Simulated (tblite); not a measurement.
# C4H15FSi3: the cost of one run

Computed with tblite 0.8.0 and PySCF 2.14.0, with density-fitted response routines of our own, on a single molecule in the gas phase. Atoms count from 0, in the outputs and in this text.

## Step 1: The molecule as given

23 atoms, charge 0, multiplicity 1; geometry from: force field or distance geometry start.

Bonds of the start (Å): F0–C1 1.38, C1–Si2 1.87, C1–C3 1.52, C3–C4 1.49, C4–C5 1.50, C5–Si6 1.86, C5–Si7 1.86, C1–H8 1.11, Si2–H9 1.47, Si2–H10 1.48, Si2–H11 1.47, C3–H12 1.12, C3–H13 1.10, C4–H14 1.12, C4–H15 1.10, C5–H16 1.11, Si6–H17 1.46, Si6–H18 1.49, Si6–H19 1.50, Si7–H20 1.48, Si7–H21 1.48, Si7–H22 1.46.

## Step 2: Geometry optimisation with GFN2-xTB

The job: settings as JSON, then the geometry in Å.

```
{"job": {"kind": "relax", "xc": "GFN2-xTB", "basis": "xTB"}, "charge": 0, "multiplicity": 1}
F      2.219100    -0.453800    -1.680400
C      2.095600     0.105800    -0.430400
Si     3.397100    -0.614600     0.704400
C      0.675400    -0.104400     0.074400
C     -0.215400     0.585700    -0.906800
C     -1.679400     0.485400    -0.585400
Si    -2.316600    -1.258800    -0.512700
Si    -2.121100     1.309600     1.026500
H      2.304200     1.193800    -0.526900
H      2.870700    -0.985600     2.024500
H      4.474400     0.395900     0.822000
H      4.008800    -1.787600     0.070700
H      0.482700    -1.206500     0.123900
H      0.532000     0.259200     1.099900
H      0.120800     1.654600    -0.947500
H     -0.019900     0.119000    -1.888200
H     -2.232700     1.001300    -1.400500
H     -1.546000    -2.209900    -1.309800
H     -3.698100    -1.275200    -1.065700
H     -2.449900    -1.726900     0.905800
H     -1.990300     0.352200     2.152400
H     -3.554300     1.661100     0.959200
H     -1.362000     2.526800     1.300700
```

On the command line:

```bash
$ OMP_NUM_THREADS=1 python probes_run.py task.json out
```

The driver reads the jobs from task.json and runs them one after another.

Q: Estimate the wall time and peak memory of this first job on 1 thread of Intel Xeon at 2.50GHz, shared host.

About 4.8 s, with a peak of 0.18 GiB.
